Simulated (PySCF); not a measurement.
**[TaO2(OH)2]−: other functionals and bases at one geometry**

How far do other levels of theory move the description of [TaO2(OH)2]−, and what does each cost? It is a constructed species; whether it can be made isn't addressed.

Program: PySCF 2.14.0. Level of theory: several levels, as the steps say, no spin–orbit coupling. These are calculated values, not measurements.

2 further runs of the same task are left out: 1 for a known fault of the program, 1 that didn't finish.

**1. The starting structure**

7 atoms, charge -1, spin multiplicity 1.

Bond lengths: Ta1–O2 1.786 Å, Ta1–O3 1.787 Å, Ta1–O4 1.997 Å, Ta1–O6 1.996 Å, O4–H5 0.964 Å, O6–H7 0.964 Å. Angles: O2–Ta1–O3 110.6°, O2–Ta1–O4 109.9°, O2–Ta1–O6 107.9°, O3–Ta1–O4 108.1°, O3–Ta1–O6 109.7°, O4–Ta1–O6 110.6°, Ta1–O4–H5 117.2°, Ta1–O6–H7 117.0°.

Geometry (Å):

```xyz
7
charge -1, multiplicity 1
Ta   -0.03104   -0.04876    0.23109
O     1.35709    0.07360    1.34892
O     0.04491    1.23393   -1.01015
O    -1.73952    0.16656    1.24189
H    -2.38158    0.79603    0.89424
O     0.04377   -1.84082   -0.64550
H     0.68968   -2.46976   -0.30286
```

Formal oxidation states: Ta +5. An earlier session relaxed this geometry at B3LYP, Ta def2-SVP with ECP60, O def2-SVP, H def2-SVP (singlet, point group C2).

At B3LYP on the finer grid: E = -359.189178 Eh, HOMO -1.74 eV, LUMO 3.96 eV, Mulliken charge on Ta1 +0.68 e, largest force component 0.021 eV/Å. 

Levels to run: PBE; BLYP; M06-L; wB97X; B3LYP, TZVP; B3LYP, x2c-SVP. Hardware: 2 threads of Arm Neoverse V1, shared host.

**2. PBE**

File run.py (the lines that set the calculation):

```python
mol = gto.M(atom='''
Ta    -0.03104    -0.04876     0.23109
O      1.35709     0.07360     1.34892
O      0.04491     1.23393    -1.01015
O     -1.73952     0.16656     1.24189
H     -2.38158     0.79603     0.89424
O      0.04377    -1.84082    -0.64550
H      0.68968    -2.46976    -0.30286''',
    basis={'Ta': 'def2-SVP', 'O': 'def2-SVP', 'H': 'def2-SVP'},
    ecp={'Ta': 'def2-SVP'},
    charge=-1, spin=0)
mf = dft.RKS(mol, xc='PBE')
mf.grids.atom_grid = (75, 302)
mf = mf.density_fit()  # fitting sets: Ta def2-universal-JKFIT, O def2-universal-JKFIT, H def2-universal-JKFIT
mf.conv_tol = 1e-08; mf.max_cycle = 55
mf.kernel(dm0)  # dm0: the density of the relaxed state
```

The run is started by

```sh
> OMP_NUM_THREADS=2 python run.py
```

What it wrote:

```text
init E= -358.902317761397
  HOMO = -0.00970740464485687  LUMO = 0.129862991652754  gap/eV = 3.79790
cycle= 1 E= -358.886473361806  delta_E= 0.0158  |g|= 0.302  |ddm|= 0.339
  HOMO = -0.0536940240667644  LUMO = 0.137034958438242  gap/eV = 5.19000
cycle= 2 E= -358.710783422805  delta_E= 0.176  |g|= 0.947  |ddm|= 0.926
  HOMO = -0.00824701753456125  LUMO = 0.131731408541704  gap/eV = 3.80901
cycle= 3 E= -358.903719059285  delta_E= -0.193  |g|= 0.0974  |ddm|= 0.717
  HOMO = -0.0161448744798349  LUMO = 0.13177551427091  gap/eV = 4.02512
cycle= 4 E= -358.905577567216  delta_E= -0.00186  |g|= 0.0264  |ddm|= 0.0896
  HOMO = -0.0166695086069772  LUMO = 0.130806316161362  gap/eV = 4.01302
cycle= 5 E= -358.905682352806  delta_E= -0.000105  |g|= 0.0124  |ddm|= 0.0273
  HOMO = -0.0159654948043197  LUMO = 0.131171038220689  gap/eV = 4.00379
cycle= 6 E= -358.905717876508  delta_E= -3.55e-05  |g|= 0.00238  |ddm|= 0.011
  HOMO = -0.016069656950048  LUMO = 0.131212090163906  gap/eV = 4.00774
cycle= 7 E= -358.905719071502  delta_E= -1.19e-06  |g|= 0.000614  |ddm|= 0.00176
  HOMO = -0.0160745656880543  LUMO = 0.131212900490542  gap/eV = 4.00790
cycle= 8 E= -358.905719132945  delta_E= -6.14e-08  |g|= 0.00029  |ddm|= 0.000502
  HOMO = -0.0160798600218683  LUMO = 0.13121319094239  gap/eV = 4.00805
cycle= 9 E= -358.905719150167  delta_E= -1.72e-08  |g|= 4.69e-05  |ddm|= 0.000192
  HOMO = -0.0160815031876034  LUMO = 0.13121339601982  gap/eV = 4.00810
cycle= 10 E= -358.90571915053  delta_E= -3.63e-10  |g|= 2.15e-05  |ddm|= 3.72e-05
  HOMO = -0.0160835664822621  LUMO = 0.131213567540517  gap/eV = 4.00816
Extra cycle  E= -358.905719149848  delta_E= 6.81e-10  |g|= 6.18e-05  |ddm|= 5.87e-05
converged SCF energy = -358.905719149848
```

Run time: 5.8 s. Hardware: 2 threads of Arm Neoverse V1, shared host.

Read off: E = -358.905719 Eh, HOMO -0.44 eV, LUMO 3.57 eV, Mulliken charge on Ta1 +0.48 e, largest force component 0.327 eV/Å. 

**3. BLYP**

Edit run.py (the lines that set the calculation) of step 2 so:

```diff
@@ -11,3 +11,3 @@
     charge=-1, spin=0)
-mf = dft.RKS(mol, xc='PBE')
+mf = dft.RKS(mol, xc='BLYP')
 mf.grids.atom_grid = (75, 302)
```

The run is started by

```sh
> OMP_NUM_THREADS=2 python run.py
```

What it wrote:

```text
init E= -359.124932501938
  HOMO = -0.00668936207073401  LUMO = 0.130255899240119  gap/eV = 3.72647
cycle= 1 E= -359.121041432899  delta_E= 0.00389  |g|= 0.186  |ddm|= 0.297
  HOMO = -0.0322006491958504  LUMO = 0.135412810176245  gap/eV = 4.56099
cycle= 2 E= -359.042908213071  delta_E= 0.0781  |g|= 0.629  |ddm|= 0.616
  HOMO = -0.00494952865012621  LUMO = 0.131355498324488  gap/eV = 3.70905
cycle= 3 E= -359.127801456238  delta_E= -0.0849  |g|= 0.0645  |ddm|= 0.469
  HOMO = -0.0110526472510664  LUMO = 0.131040591009512  gap/eV = 3.86655
cycle= 4 E= -359.128641206768  delta_E= -0.00084  |g|= 0.0201  |ddm|= 0.0648
  HOMO = -0.0112437318991141  LUMO = 0.130461033103085  gap/eV = 3.85598
cycle= 5 E= -359.128715236516  delta_E= -7.4e-05  |g|= 0.00573  |ddm|= 0.0187
  HOMO = -0.0107957402457686  LUMO = 0.130638500699359  gap/eV = 3.84862
cycle= 6 E= -359.128722515679  delta_E= -7.28e-06  |g|= 0.00131  |ddm|= 0.00517
  HOMO = -0.0108507208275945  LUMO = 0.130667304684685  gap/eV = 3.85090
cycle= 7 E= -359.128722890473  delta_E= -3.75e-07  |g|= 0.0003  |ddm|= 0.00101
  HOMO = -0.0108554162085106  LUMO = 0.130667095475633  gap/eV = 3.85102
cycle= 8 E= -359.128722899834  delta_E= -9.36e-09  |g|= 0.000212  |ddm|= 0.000292
  HOMO = -0.0108601781956565  LUMO = 0.130666285868024  gap/eV = 3.85113
cycle= 9 E= -359.128722908936  delta_E= -9.1e-09  |g|= 2.8e-05  |ddm|= 0.000147
  HOMO = -0.0108662090768412  LUMO = 0.130666071033239  gap/eV = 3.85129
Extra cycle  E= -359.128722907391  delta_E= 1.54e-09  |g|= 9.19e-05  |ddm|= 8.41e-05
converged SCF energy = -359.128722907391
```

It took 5.5 s on 2 threads of Arm Neoverse V1, shared host.

It gives: E = -359.128723 Eh, HOMO -0.30 eV, LUMO 3.56 eV, Mulliken charge on Ta1 +0.46 e, largest force component 0.670 eV/Å. 

**4. M06-L**

Edit run.py (the lines that set the calculation) of step 3 so:

```diff
@@ -11,3 +11,3 @@
     charge=-1, spin=0)
-mf = dft.RKS(mol, xc='BLYP')
+mf = dft.RKS(mol, xc='M06L')
 mf.grids.atom_grid = (75, 302)
```

The run is started by

```sh
> OMP_NUM_THREADS=2 python run.py
```

What it wrote:

```text
init E= -359.157221021223
  HOMO = -0.0288021769582869  LUMO = 0.162738340162328  gap/eV = 5.21208
cycle= 1 E= -359.163308014818  delta_E= -0.00609  |g|= 0.0443  |ddm|= 0.308
  HOMO = -0.0272083011605986  LUMO = 0.168181589844192  gap/eV = 5.31683
cycle= 2 E= -359.160077417859  delta_E= 0.00323  |g|= 0.131  |ddm|= 0.139
  HOMO = -0.0220900501139596  LUMO = 0.166949574632213  gap/eV = 5.14403
cycle= 3 E= -359.163743179832  delta_E= -0.00367  |g|= 0.0173  |ddm|= 0.102
  HOMO = -0.0237759882269373  LUMO = 0.167155927939827  gap/eV = 5.19552
cycle= 4 E= -359.163795102983  delta_E= -5.19e-05  |g|= 0.00737  |ddm|= 0.0179
  HOMO = -0.0234428501908681  LUMO = 0.167192995211064  gap/eV = 5.18747
cycle= 5 E= -359.163806733096  delta_E= -1.16e-05  |g|= 0.00167  |ddm|= 0.00701
  HOMO = -0.0231586576318783  LUMO = 0.167376461277563  gap/eV = 5.18472
cycle= 6 E= -359.163807361129  delta_E= -6.28e-07  |g|= 0.000421  |ddm|= 0.00259
  HOMO = -0.0231803695971173  LUMO = 0.167385758829855  gap/eV = 5.18557
cycle= 7 E= -359.163807404474  delta_E= -4.33e-08  |g|= 0.000145  |ddm|= 0.00054
  HOMO = -0.0231720391137173  LUMO = 0.16738798489089  gap/eV = 5.18540
cycle= 8 E= -359.163807402028  delta_E= 2.45e-09  |g|= 0.000181  |ddm|= 0.00022
  HOMO = -0.0231678910225064  LUMO = 0.16738894366646  gap/eV = 5.18532
cycle= 9 E= -359.163807409039  delta_E= -7.01e-09  |g|= 1.34e-05  |ddm|= 0.000141
  HOMO = -0.0231679700266376  LUMO = 0.16738823201435  gap/eV = 5.18530
Extra cycle  E= -359.163807408818  delta_E= 2.22e-10  |g|= 3.49e-05  |ddm|= 3.89e-05
converged SCF energy = -359.163807408818
```

Run time: 8.4 s. Hardware: 2 threads of Arm Neoverse V1, shared host.

Result: E = -359.163807 Eh, HOMO -0.63 eV, LUMO 4.55 eV, Mulliken charge on Ta1 +0.95 e, largest force component 0.272 eV/Å. 

**5. wB97X**

Edit run.py (the lines that set the calculation) of step 4 so:

```diff
@@ -11,3 +11,3 @@
     charge=-1, spin=0)
-mf = dft.RKS(mol, xc='M06L')
+mf = dft.RKS(mol, xc='WB97X')
 mf.grids.atom_grid = (75, 302)
```

The run is started by

```sh
> OMP_NUM_THREADS=2 python run.py
```

What it wrote:

```text
init E= -359.091859955022
  HOMO = -0.162207735822715  LUMO = 0.222574087058693  gap/eV = 10.47045
cycle= 1 E= -359.094946462075  delta_E= -0.00309  |g|= 0.0373  |ddm|= 0.152
  HOMO = -0.162444216165383  LUMO = 0.220519648605958  gap/eV = 10.42098
cycle= 2 E= -359.094913199775  delta_E= 3.33e-05  |g|= 0.0432  |ddm|= 0.082
  HOMO = -0.165718497159254  LUMO = 0.221937969668534  gap/eV = 10.54867
cycle= 3 E= -359.095276352836  delta_E= -0.000363  |g|= 0.013  |ddm|= 0.0395
  HOMO = -0.163507218053368  LUMO = 0.222364993459028  gap/eV = 10.50012
cycle= 4 E= -359.095307581926  delta_E= -3.12e-05  |g|= 0.00243  |ddm|= 0.00865
  HOMO = -0.163680507522344  LUMO = 0.222354074567971  gap/eV = 10.50454
cycle= 5 E= -359.095309593404  delta_E= -2.01e-06  |g|= 0.000607  |ddm|= 0.00431
  HOMO = -0.163693754492527  LUMO = 0.222365531136855  gap/eV = 10.50521
cycle= 6 E= -359.095309690919  delta_E= -9.75e-08  |g|= 0.000245  |ddm|= 0.00073
  HOMO = -0.163682999061287  LUMO = 0.222366733079163  gap/eV = 10.50495
cycle= 7 E= -359.095309716991  delta_E= -2.61e-08  |g|= 4.04e-05  |ddm|= 0.000374
  HOMO = -0.163685382017832  LUMO = 0.222366777111041  gap/eV = 10.50501
cycle= 8 E= -359.09530971863  delta_E= -1.64e-09  |g|= 1.2e-05  |ddm|= 0.000115
  HOMO = -0.163685616803772  LUMO = 0.222365789523217  gap/eV = 10.50499
Extra cycle  E= -359.095309718719  delta_E= -8.91e-11  |g|= 8.53e-06  |ddm|= 2.55e-05
converged SCF energy = -359.095309718719
```

Wall time 6.1 s (2 threads of Arm Neoverse V1, shared host).

Result: E = -359.095310 Eh, HOMO -4.45 eV, LUMO 6.05 eV, Mulliken charge on Ta1 +0.74 e, largest force component 0.558 eV/Å. 

**6. B3LYP, TZVP**

Basis: Ta def2-TZVP with ECP60, O def2-TZVP, H def2-TZVP. 

Edit run.py (the lines that set the calculation) of step 5 so:

```diff
@@ -8,6 +8,6 @@
 H      0.68968    -2.46976    -0.30286''',
-    basis={'Ta': 'def2-SVP', 'O': 'def2-SVP', 'H': 'def2-SVP'},
-    ecp={'Ta': 'def2-SVP'},
+    basis={'Ta': 'def2-TZVP', 'O': 'def2-TZVP', 'H': 'def2-TZVP'},
+    ecp={'Ta': 'def2-TZVP'},
     charge=-1, spin=0)
-mf = dft.RKS(mol, xc='WB97X')
+mf = dft.RKS(mol, xc='B3LYP')
 mf.grids.atom_grid = (75, 302)
@@ -15,2 +15,2 @@
 mf.conv_tol = 1e-08; mf.max_cycle = 55
-mf.kernel(dm0)  # dm0: the density of the relaxed state
+mf.kernel(dm0)  # dm0: free metal ions and neutral atoms
```

The run is started by

```sh
> OMP_NUM_THREADS=2 python run.py
```

What it wrote:

```text
init E= -368.345249502778
  HOMO = -0.0381559562595518  LUMO = 0.145012488069884  gap/eV = 4.98427
cycle= 1 E= -359.400535088103  delta_E= 8.94  |g|= 1.26  |ddm|= 2.58
  HOMO = -0.101643892712275  LUMO = 0.095267482172865  gap/eV = 5.35823
cycle= 2 E= -359.176802859398  delta_E= 0.224  |g|=  1.6  |ddm|= 1.16
  HOMO = -0.067237666655771  LUMO = 0.132083056898562  gap/eV = 5.42379
cycle= 3 E= -359.557728562181  delta_E= -0.381  |g|= 0.379  |ddm|= 0.829
  HOMO = -0.0770825909216875  LUMO = 0.141238540077474  gap/eV = 5.94082
cycle= 4 E= -359.572252350968  delta_E= -0.0145  |g|= 0.246  |ddm|= 0.319
  HOMO = -0.0662245697346684  LUMO = 0.137284931536758  gap/eV = 5.53778
cycle= 5 E= -359.583955184222  delta_E= -0.0117  |g|= 0.0643  |ddm|= 0.154
  HOMO = -0.0749321587340113  LUMO = 0.136503714285055  gap/eV = 5.75346
cycle= 6 E= -359.584665245372  delta_E= -0.00071  |g|= 0.012  |ddm|= 0.0425
  HOMO = -0.0730294878411115  LUMO = 0.136657423774885  gap/eV = 5.70587
cycle= 7 E= -359.584696735757  delta_E= -3.15e-05  |g|= 0.00128  |ddm|= 0.0099
  HOMO = -0.0729664708965672  LUMO = 0.136668708041121  gap/eV = 5.70446
cycle= 8 E= -359.584697030903  delta_E= -2.95e-07  |g|= 0.000211  |ddm|= 0.000865
  HOMO = -0.072976611511077  LUMO = 0.136665427683518  gap/eV = 5.70465
cycle= 9 E= -359.584697029223  delta_E= 1.68e-09  |g|= 0.000229  |ddm|= 0.000202
  HOMO = -0.0729807042415658  LUMO = 0.136665227125352  gap/eV = 5.70476
cycle= 10 E= -359.584697038162  delta_E= -8.94e-09  |g|= 7.45e-05  |ddm|= 0.000138
  HOMO = -0.0729876703140917  LUMO = 0.136665496539418  gap/eV = 5.70495
Extra cycle  E= -359.584697031109  delta_E= 7.05e-09  |g|= 0.000206  |ddm|= 0.000138
converged SCF energy = -359.584697031109
```

Run time: 13 s. Hardware: 2 threads of Arm Neoverse V1, shared host.

It gives: E = -359.584697 Eh, HOMO -1.99 eV, LUMO 3.72 eV, Mulliken charge on Ta1 +1.31 e, largest force component 0.246 eV/Å. 

**7. B3LYP, x2c-SVP**

Basis: Ta x2c-SVPall, O x2c-SVPall, H x2c-SVPall. All electrons are treated, with the spin-free X2C Hamiltonian.

File run.py (the lines that set the calculation):

```python
mol = gto.M(atom='''
Ta    -0.03104    -0.04876     0.23109
O      1.35709     0.07360     1.34892
O      0.04491     1.23393    -1.01015
O     -1.73952     0.16656     1.24189
H     -2.38158     0.79603     0.89424
O      0.04377    -1.84082    -0.64550
H      0.68968    -2.46976    -0.30286''',
    basis={'Ta': 'x2c-SVPall', 'O': 'x2c-SVPall', 'H': 'x2c-SVPall'},
    nucmod='G',
    charge=-1, spin=0)
mf = dft.RKS(mol, xc='B3LYP')
mf.grids.atom_grid = (99, 590)
mf = mf.density_fit()  # fitting sets: Ta AutoAux, O AutoAux, H AutoAux
mf = mf.sfx2c1e()
mf.conv_tol = 1e-08; mf.max_cycle = 55
mf.kernel(dm0)  # dm0: free metal ions and neutral atoms
```

The run is started by

```sh
> OMP_NUM_THREADS=2 python run.py
```

What it wrote:

```text
init E= -15916.7759718457
  HOMO = -0.0255672592300105  LUMO = 0.146263570021327  gap/eV = 4.67576
cycle= 1 E= -15907.1561543868  delta_E= 9.62  |g|= 0.973  |ddm|= 3.48
  HOMO = -0.101267337348608  LUMO = 0.102364875865261  gap/eV = 5.54111
cycle= 2 E= -15906.9445531431  delta_E= 0.212  |g|= 1.44  |ddm|= 1.59
  HOMO = -0.0695153813922254  LUMO = 0.130756651143617  gap/eV = 5.44968
cycle= 3 E= -15907.3187161313  delta_E= -0.374  |g|= 0.244  |ddm|= 1.04
  HOMO = -0.0791472734291006  LUMO = 0.13888323098106  gap/eV = 5.93291
cycle= 4 E= -15907.32229568  delta_E= -0.00358  |g|= 0.209  |ddm|= 0.304
  HOMO = -0.0661950153114805  LUMO = 0.137514729169107  gap/eV = 5.54322
cycle= 5 E= -15907.3303787158  delta_E= -0.00808  |g|= 0.0472  |ddm|= 0.162
  HOMO = -0.072844218804363  LUMO = 0.137236976123585  gap/eV = 5.71660
cycle= 6 E= -15907.3307939699  delta_E= -0.000415  |g|= 0.00836  |ddm|= 0.0405
  HOMO = -0.0718924753222989  LUMO = 0.137173802319035  gap/eV = 5.68898
cycle= 7 E= -15907.3308087415  delta_E= -1.48e-05  |g|= 0.000955  |ddm|= 0.00702
  HOMO = -0.0718822460308441  LUMO = 0.137146549067021  gap/eV = 5.68796
cycle= 8 E= -15907.3308089277  delta_E= -1.86e-07  |g|= 0.000193  |ddm|= 0.000771
  HOMO = -0.0718732706295153  LUMO = 0.137147259103315  gap/eV = 5.68774
cycle= 9 E= -15907.3308089286  delta_E= -9.06e-10  |g|= 0.00018  |ddm|= 0.00023
  HOMO = -0.0718729605030131  LUMO = 0.137147724937565  gap/eV = 5.68774
cycle= 10 E= -15907.3308089348  delta_E= -6.18e-09  |g|= 4.73e-05  |ddm|= 0.000146
  HOMO = -0.071877470849067  LUMO = 0.13714843993178  gap/eV = 5.68788
Extra cycle  E= -15907.3308089317  delta_E= 3.14e-09  |g|= 0.000134  |ddm|= 0.000123
converged SCF energy = -15907.3308089317
```

Run time: 28 s. Hardware: 2 threads of Arm Neoverse V1, shared host.

Read off: E = -15907.330809 Eh, HOMO -1.96 eV, LUMO 3.73 eV, Mulliken charge on Ta1 +0.63 e, largest force component 0.742 eV/Å. 

**8. Results**

| level | state | HOMO (eV) | gap (eV) | charge on Ta1 (e) | dipole (D) | largest force (eV/Å) | basis functions | time |
| --- | --- | --- | --- | --- | --- | --- | --- | --- |
| B3LYP (relaxed here) | singlet | -1.74 | 5.70 | 0.68 | 3.13 | 0.02 | 98 | 18 s |
| PBE | singlet | -0.44 | 4.01 | 0.48 | 3.00 | 0.33 | 98 | 5.8 s |
| BLYP | singlet | -0.30 | 3.85 | 0.46 | 3.01 | 0.67 | 98 | 5.5 s |
| M06-L | singlet | -0.63 | 5.19 | 0.95 | 3.07 | 0.27 | 98 | 8.4 s |
| wB97X | singlet | -4.45 | 10.50 | 0.74 | 3.23 | 0.56 | 98 | 6.1 s |
| B3LYP, TZVP | singlet | -1.99 | 5.70 | 1.31 | 3.15 | 0.25 | 176 | 13 s |
| B3LYP, x2c-SVP | singlet | -1.96 | 5.69 | 0.63 | 3.07 | 0.74 | 132 | 28 s |

Times are on 2 threads of Arm Neoverse V1, shared host; the first row also made further properties. The dipole of a charged species depends on the origin, so these sizes hold for this origin alone.

In one basis the HOMO–LUMO gap runs from 3.85 eV (BLYP) to 10.50 eV (wB97X). The largest leftover force, 0.74 eV/Å with B3LYP, x2c-SVP, stands at a geometry relaxed at another level. The Mulliken charge on Ta spans +0.46 to +1.31 e over the levels. Total energies of different levels can't be compared. Spin–orbit coupling is left out throughout.
